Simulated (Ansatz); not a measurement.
# CH6BClSi: how energies converge with the basis set

Aim: see how fast density functionals converge with the basis set for CH6BClSi.

Method: one geometry, several basis sets; program: Ansatz 0.2.0, Gaussian basis.

Levels to be run: PBE0-D4/def2-SVP; ωB97M-V/def2-SVP; PBE0-D4/def2-QZVPP; ωB97M-V/def2-QZVPP; the functionals' def2-TZVPP values are taken from earlier runs.

### 1 The geometry

All runs share one geometry, relaxed beforehand with PBE0-D4 in a triple-zeta def2 set.

SMILES `CB[SiH2]Cl`, 10 atoms, charge 0, spin multiplicity 1.

Atoms are counted from 1 here; the program's logs count them from 0.

Bond lengths: C1–B2 1.551 Å, C1–H5 1.092 Å, C1–H6 1.105 Å, C1–H7 1.093 Å, B2–Si3 2.014 Å, B2–H8 1.198 Å, Si3–Cl4 2.067 Å, Si3–H9 1.491 Å, Si3–H10 1.489 Å. Angles: B2–C1–H5 116.8°, B2–C1–H6 103.4°, B2–C1–H7 113.8°, H5–C1–H6 106.5°, H5–C1–H7 110.1°, H6–C1–H7 105.0°, C1–B2–Si3 120.7°, C1–B2–H8 119.2°, Si3–B2–H8 120.1°, B2–Si3–Cl4 113.5°, B2–Si3–H9 109.4°, B2–Si3–H10 111.8°, Cl4–Si3–H9 107.3°, Cl4–Si3–H10 107.1°, H9–Si3–H10 107.5°.

### 2 PBE0-D4 in def2-SVP

in.yaml reads:

```yaml
crystal:
  periodic: [false, false, false]
  atoms:
    - {symbol: C, position_ang: [-1.408847, 0.711366, -0.039345]}
    - {symbol: B, position_ang: [-0.468218, -0.507022, -0.229398]}
    - {symbol: Si, position_ang: [1.486989, -0.378382, 0.236392]}
    - {symbol: Cl, position_ang: [2.612559, -1.954019, -0.487014]}
    - {symbol: H, position_ang: [-1.044720, 1.520045, 0.596968]}
    - {symbol: H, position_ang: [-1.497472, 1.128703, -1.058324]}
    - {symbol: H, position_ang: [-2.428702, 0.440116, 0.245537]}
    - {symbol: H, position_ang: [-0.910328, -1.520116, -0.691537]}
    - {symbol: H, position_ang: [1.643323, -0.365040, 1.718615]}
    - {symbol: H, position_ang: [2.098416, 0.873249, -0.289094]}
basis:
  gaussian: {orbitals: def2-SVP}
hamiltonian: {xc: pbe0, dispersion: d4}
output: {orbitals: {seedname: orbitals}}
```

Launch:

```console
$ ansatz run in.yaml --threads 2 --pin off --events-out ev --progress --plain --max-ram 4352MiB
```

Further steps of the session: ωB97M-V in def2-SVP; PBE0-D4 in def2-QZVPP; ωB97M-V in def2-QZVPP.

**Question.** What will the summary of the whole plan be? Wanted: PBE0-D4: double and triple zeta above quadruple; ωB97M-V: double and triple zeta above quadruple.

**Answer**, as computed:

```
                                       quantity          value
PBE0-D4: double and triple zeta above quadruple  9.83, 0.75 eV
ωB97M-V: double and triple zeta above quadruple  9.92, 0.71 eV
```

**Reading.** PBE0-D4 gains 9.08 eV from double to triple zeta, then 0.75 eV more. Total energies overstate the basis error of differences, where much of it tends to cancel.
